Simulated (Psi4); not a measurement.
# B2PLYP/cc-pVDZ (density fitting for correlation) run of CH4F2Si (SMILES C[SiH](F)F)

What is the energy change on altering one bond length of CH4F2Si at B2PLYP/cc-pVDZ (density fitting for correlation)? 

The calculation is run with Psi4 1.11.

3 further runs of the same task are left out: 2 that didn't finish, 1 set aside as unsound or not needed.

## (1) The system as given

The species is CH4F2Si (8 atoms), meant as a singlet with charge 0. SMILES: `C[SiH](F)F`. Geometry: relaxed at PBE0-D4/def2-TZVP.

Bond lengths: C1–Si2 1.840 Å, Si2–F3 1.591 Å, Si2–F4 1.591 Å, C1–H5 1.092 Å, C1–H6 1.093 Å, C1–H7 1.093 Å, Si2–H8 1.477 Å. Some angles: C1–Si2–F3 109.8°, C1–Si2–F4 109.8°, F3–Si2–F4 106.8°, C1–Si2–H8 114.8°, F3–Si2–H8 107.6°, F4–Si2–H8 107.6°, Si2–C1–H5 110.7°, Si2–C1–H6 110.6°, Si2–C1–H7 110.6°, H5–C1–H6 108.3°.

## (2) A single-point energy at B2PLYP/cc-pVDZ (density fitting for correlation)

ch4f2si.xyz reads:

```xyz
8
CH4F2Si
C     -0.387100     0.881700    -0.174700
Si     0.329300    -0.775200     0.180600
F      1.916300    -0.678300     0.226700
F     -0.035400    -1.783900    -0.994000
H     -0.013400     1.269000    -1.125400
H     -0.122700     1.591000     0.613300
H     -1.476800     0.824400    -0.231400
H     -0.118100    -1.385700     1.449000
```

ch4f2si.py reads:

```python
import psi4

psi4.set_memory('2200 MB')
psi4.set_num_threads(1)
psi4.set_output_file('output.dat', False)

with open('ch4f2si.xyz') as f:
    atoms = ''.join(f.readlines()[2:])
molecule = psi4.geometry('0 1\n' + atoms + 'symmetry c1')

psi4.set_options({
    'basis': 'cc-pVDZ',
    'reference': 'rks',
    'puream': True,
    'e_convergence': 1e-09,
    'd_convergence': 1e-08,
    'scf_type': 'pk',
    'dft_radial_points': 99,
    'dft_spherical_points': 590,
    'num_frozen_docc': 8,
})

e_tot, wfn = psi4.energy('b2plyp', return_wfn=True)
print(f'total energy {e_tot:.8f} hartree = {e_tot * 27.211386:.5f} eV')
```

Command:

```console
$ python ch4f2si.py
```

output.dat, cut to the lines that bear on the results:

```text
[...]
  Running in c1 symmetry.
[...]
  Nuclear repulsion =  183.047944540804366
[...]
  Multiplicity = 1
[...]
  Nalpha       = 21
  Nbeta        = 21
[...]
    Number of basis functions: 80
[...]
   @RKS iter   1:  -529.13932048873028   -5.45344e-01   7.65978e-03 ADIIS/DIIS
[...]
   @RKS iter  10:  -529.29983744809067   -1.81899e-12   3.88830e-09 DIIS
[...]
    Orbital Energies [Eh]
    ---------------------
    Doubly Occupied:
       1A    -67.329301     2A    -25.360538     3A    -25.360536
       4A    -10.626912     5A     -5.712512     6A     -3.968890
       7A     -3.966703     8A     -3.963901     9A     -1.369894
      10A     -1.350105    11A     -0.829098    12A     -0.654537
      13A     -0.578784    14A     -0.563168    15A     -0.551311
      16A     -0.521470    17A     -0.505976    18A     -0.490238
      19A     -0.479949    20A     -0.463042    21A     -0.390861
[...]
  @RKS Final Energy:  -529.29983744809067
   => Energetics <=
    Nuclear Repulsion Energy =            183.0479445408043659
    One-Electron Energy =               -1097.8561878725581664
    Two-Electron Energy =                 408.8943851471141215
    DFT Exchange-Correlation Energy =     -23.3859792634510129
    Empirical Dispersion Energy =           0.0000000000000000
    VV10 Nonlocal Energy =                  0.0000000000000000
    Total Energy =                       -529.2998374480906705
[...]
 Multipole Moments:
 ------------------------------------------------------------------------------------
     Multipole            Electronic (a.u.)      Nuclear  (a.u.)        Total (a.u.)
 ------------------------------------------------------------------------------------
 L = 1.  Multiply by 2.5417464519 to convert [e a0] to [Debye]
 Dipole X            :          3.7202171           -4.2762117           -0.5559945
 Dipole Y            :         -5.0942616            5.7380870            0.6438254
 Dipole Z            :         -1.3341206            1.6399405            0.3058199
 Magnitude           :                                                    0.9039729
[...]
```

Standard output:

```text
total energy -529.49881871 hartree = -14408.39674 eV
```

It took 15 s on 1 thread of AMD EPYC 7R43 (Zen 3), shared host; peak memory 1.2 GiB.

## (3) The distorted shape at the same level

ch4f2si.xyz reads:

```xyz
8
CH4F2Si
C     -0.602015     1.378759    -0.281288
Si     0.329300    -0.775200     0.180600
F      1.916300    -0.678300     0.226700
F     -0.035400    -1.783900    -0.994000
H     -0.228315     1.766059    -1.231988
H     -0.337615     2.088059     0.506712
H     -1.691715     1.321459    -0.337988
H     -0.118100    -1.385700     1.449000
```

ch4f2si.py reads:

```python
import psi4

psi4.set_memory(2200000000)
psi4.set_num_threads(1)
psi4.set_output_file('output.dat', False)

with open('ch4f2si.xyz') as f:
    atoms = ''.join(f.readlines()[2:])
molecule = psi4.geometry('0 1\n' + atoms + 'symmetry c1')

options = {'basis': 'cc-pVDZ', 'puream': True, 'e_convergence': 1e-09, 'd_convergence': 1e-08, 'scf_type': 'pk', 'dft_radial_points': 99, 'dft_spherical_points': 590, 'num_frozen_docc': 8}
psi4.set_options(options)

energy_value = psi4.energy("B2PLYP", molecule=molecule)
print('E =', round(energy_value, 9))
```

Command:

```console
$ python ch4f2si.py
```

output.dat, cut to the lines that bear on the results:

```text
[...]
  Running in c1 symmetry.
[...]
  Nuclear repulsion =  171.564865258876523
[...]
  Multiplicity = 1
[...]
  Nalpha       = 21
  Nbeta        = 21
[...]
    Number of basis functions: 80
[...]
   @RKS iter   1:  -529.06716568547017   -8.34357e-01   7.73100e-03 DIIS/ADIIS
[...]
   @RKS iter  10:  -529.24600222682409   -6.36646e-12   4.65740e-09 DIIS
[...]
    Orbital Energies [Eh]
    ---------------------
    Doubly Occupied:
       1A    -67.361221     2A    -25.373141     3A    -25.373138
       4A    -10.647483     5A     -5.738349     6A     -3.994826
       7A     -3.992628     8A     -3.990147     9A     -1.380905
      10A     -1.361165    11A     -0.787087    12A     -0.666743
      13A     -0.586959    14A     -0.570673    15A     -0.558216
      16A     -0.528365    17A     -0.513877    18A     -0.473114
      19A     -0.467445    20A     -0.463903    21A     -0.339893
[...]
  @RKS Final Energy:  -529.24600222682409
   => Energetics <=
    Nuclear Repulsion Energy =            171.5648652588765231
    One-Electron Energy =               -1074.5623040073323864
    Two-Electron Energy =                 397.0745630354298328
    DFT Exchange-Correlation Energy =     -23.3231265137981225
    Empirical Dispersion Energy =           0.0000000000000000
    VV10 Nonlocal Energy =                  0.0000000000000000
    Total Energy =                       -529.2460022268240891
[...]
 Multipole Moments:
 ------------------------------------------------------------------------------------
     Multipole            Electronic (a.u.)      Nuclear  (a.u.)        Total (a.u.)
 ------------------------------------------------------------------------------------
 L = 1.  Multiply by 2.5417464519 to convert [e a0] to [Debye]
 Dipole X            :          4.3490467           -4.8064238           -0.4573771
 Dipole Y            :         -6.5726714            6.9643705            0.3916991
 Dipole Z            :         -1.0004539            1.3769796            0.3765257
 Magnitude           :                                                    0.7102068
[...]
```

On the terminal:

```text
E = -529.447512986
```

Run time: 17 s. Hardware: 1 thread of AMD EPYC 7R43 (Zen 3), shared host; peak memory 1.2 GiB.

## (4) Outcome

Level: B2PLYP/cc-pVDZ (density fitting for correlation), 8 core orbitals frozen.

```
                                                          quantity          value
                                         first shape: total energy  -529.49882 Eh
                    first shape: HOMO energy (SCF part's orbitals)      -10.64 eV
                    first shape: LUMO energy (SCF part's orbitals)        2.88 eV
                  first shape: HOMO–LUMO gap (SCF part's orbitals)       13.52 eV
                                     distorted shape: total energy  -529.44751 Eh
                distorted shape: HOMO energy (SCF part's orbitals)       -9.25 eV
                distorted shape: LUMO energy (SCF part's orbitals)        1.41 eV
              distorted shape: HOMO–LUMO gap (SCF part's orbitals)       10.66 eV
energy change with the C1–Si2 bond stretched from 1.840 to 2.392 Å       1.396 eV
```

With the C1–Si2 bond stretched from 1.840 to 2.392 Å the energy rises by 1.40 eV (135 kJ/mol). The first shape isn't relaxed at this level, so the change isn't measured from a minimum.
